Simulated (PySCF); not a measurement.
# CH4BBr: the cost of one run

The runs use PySCF 2.14.0, with density-fitted response routines of our own; the level of theory stands in each step. All values are computed, except where a source is named. Atoms are numbered from 0 throughout.

## Step 1: The starting structure

7 atoms, charge 0, multiplicity 1; geometry from: GFN2-xTB. The atoms were then displaced at random by about 0.01 Å, so the start is not that level's minimum.

Bonds of the start (Å): C0–B1 1.55, B1–Br2 1.85, C0–H3 1.09, C0–H4 1.12, C0–H5 1.06, B1–H6 1.18.

## Step 2: Optimising the geometry at PBE0-D3(BJ)/def2-SVP

The job: settings as JSON, then the geometry in Å.

```
{"job": {"xc": "PBE0", "basis": "def2-SVP", "d3": "d3bj", "grid": 1, "shake": 0.01, "kind": "geom"}, "charge": 0, "multiplicity": 1}
C     -0.680610    -0.194250     0.076660
B      0.764460     0.343460    -0.097330
Br     2.180270    -0.845160    -0.198240
H     -1.120950     0.248730     0.970770
H     -1.332130     0.173300    -0.759390
H     -0.798550    -1.247140     0.121350
H      1.021460     1.491960    -0.163760
```

On the command line:

```bash
OMP_NUM_THREADS=1 python probes_run.py task.json out
```

One launch serves the whole session: the jobs run in the order shown.

**Question.** How long does this first job take on 1 thread of Arm Neoverse V2, shared host, and how much memory does it need?

About 7.4 s, with a peak of 0.34 GiB.
